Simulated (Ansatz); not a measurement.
## Rb2MnF4: band structure with PBEsol

The system is Rb2MnF4.

```
Rb Mn F
1.0
    -2.11349    2.11349    6.89967
     2.11349   -2.11349    6.89967
     2.11349    2.11349   -6.89967
Rb Mn F
2 1 4
Direct
  0.64631 0.64631 0.00000
  0.35369 0.35369 0.00000
  0.00000 0.00000 0.00000
  0.00000 0.50000 0.50000
  0.50000 0.00000 0.50000
  0.84725 0.84725 0.00000
  0.15275 0.15275 0.00000
```

The cell comes from a database or a generator and needn't be the stable form of this composition.

- Program: Ansatz 0.2.0
- Task: band structure
- Functional: PBEsol
- Potentials or basis: Ansatz PAW
- Cutoff: 420 eV (not typed: the program's choice for these potentials)
- k mesh: 9 × 9 × 9
- Occupations: fermi-dirac, width 0.05 eV
- Spin: collinear spin, ferromagnetic start
- Starting moments: [0.0, 0.0, 4.0, 0.0, 0.0, 0.0, 0.0] μB
- Path: [["G", "X", "Y", "S", "G", "Z", "S1", "N", "P", "Y1", "Z"], ["X", "P"]]
- Points for each segment of the path: 10

```yaml
Pressure: -0.4 GPa
Largest_force: 0.066 eV/Å
Band_gap_on_the_k_mesh: 1.42 eV, indirect (least direct gap 2.29 eV)
Band_gap_along_the_path: 1.36 eV, indirect (least direct gap 2.24 eV)
Net_moment: 5.00 μB per cell
Absolute_moment: 5.01 μB per cell
Site_moments: Rb +0.00; Mn +4.15; F +0.08, +0.04 μB
```

Forces in eV/Å, atoms in the order of the input:
```
Rb   0.000  0.000 -0.027
Rb   0.000  0.000  0.027
Mn   0.000  0.000  0.000
F    0.000  0.000  0.000
F    0.000  0.000  0.000
F    0.000  0.000  0.066
F    0.000  0.000 -0.066
```

Stress tensor (GPa, compression positive):
```
-0.27  0.00  0.00
 0.00 -0.27  0.00
 0.00  0.00 -0.61
```

Levels at the corners of the path, in eV from the valence-band top:
Spin up:
```
point  band 29  band 30  band 31  band 32  band 33  band 34  band 35  band 36  band 37  band 38
    Γ    -2.66    -2.26    -2.26    -2.02    -1.26     1.36     4.30     4.81     4.84     5.34
    X    -1.87    -1.86    -1.81    -0.48     0.00     4.04     4.70     4.99     5.00     5.71
    Y    -1.88    -1.87    -1.82    -0.49    -0.05     4.08     4.63     5.03     5.09     5.62
    S    -2.23    -2.11    -1.89    -1.68    -0.38     4.16     4.25     4.78     6.06     6.16
    Γ    -2.66    -2.26    -2.26    -2.02    -1.26     1.36     4.30     4.81     4.84     5.34
    Z    -2.66    -2.23    -2.23    -2.02    -1.29     2.67     2.72     3.91     5.28     5.96
   S1    -2.23    -2.11    -1.89    -1.68    -0.38     4.16     4.25     4.78     6.06     6.16
    N    -2.23    -2.10    -1.89    -1.67    -0.36     4.09     4.38     4.76     6.13     6.24
    P    -1.87    -1.87    -1.80    -0.48     0.00     4.30     4.30     4.93     5.05     6.30
   Y1    -1.88    -1.87    -1.82    -0.49    -0.05     4.08     4.63     5.03     5.09     5.62
    Z    -2.66    -2.23    -2.23    -2.02    -1.29     2.67     2.72     3.91     5.28     5.96
    X    -1.87    -1.86    -1.81    -0.48     0.00     4.04     4.70     4.99     5.00     5.71
    P    -1.87    -1.87    -1.80    -0.48     0.00     4.30     4.30     4.93     5.05     6.30
```
Spin down:
```tsv
point	band 26	band 27	band 28	band 29	band 30	band 31
Γ	-4.73	-4.60	-4.60	1.56	1.67	1.84
X	-4.69	-4.57	-4.50	2.24	2.30	2.41
Y	-4.70	-4.59	-4.50	2.23	2.29	2.39
S	-4.89	-4.78	-4.59	1.90	2.04	2.29
Γ	-4.73	-4.60	-4.60	1.56	1.67	1.84
Z	-4.78	-4.59	-4.59	1.56	1.89	1.89
S1	-4.89	-4.78	-4.59	1.90	2.04	2.29
N	-4.86	-4.78	-4.59	1.90	2.06	2.29
P	-4.70	-4.53	-4.53	2.27	2.27	2.41
Y1	-4.70	-4.59	-4.50	2.23	2.29	2.39
Z	-4.78	-4.59	-4.59	1.56	1.89	1.89
X	-4.69	-4.57	-4.50	2.24	2.30	2.41
P	-4.70	-4.53	-4.53	2.27	2.27	2.41
```

Wall time 41 s on 4 threads of AMD EPYC 7R43 64-Core Processor (Zen 3), on a shared host, peak memory 0.95 GiB.

Caveat: the k mesh misses the band edges, so the gap on the mesh is wider than the one along the path; the pressure holds a Pulay correction of +0.4 GPa for the finite cutoff; a cell with one magnetic atom can't hold antiferromagnetic order, which such compounds often take; the PAW data sets come from PBE, with cores solved anew for the run's functional, which leaves a small shift of forces and pressure. As with any semilocal functional, this PBEsol gap is likely too small.
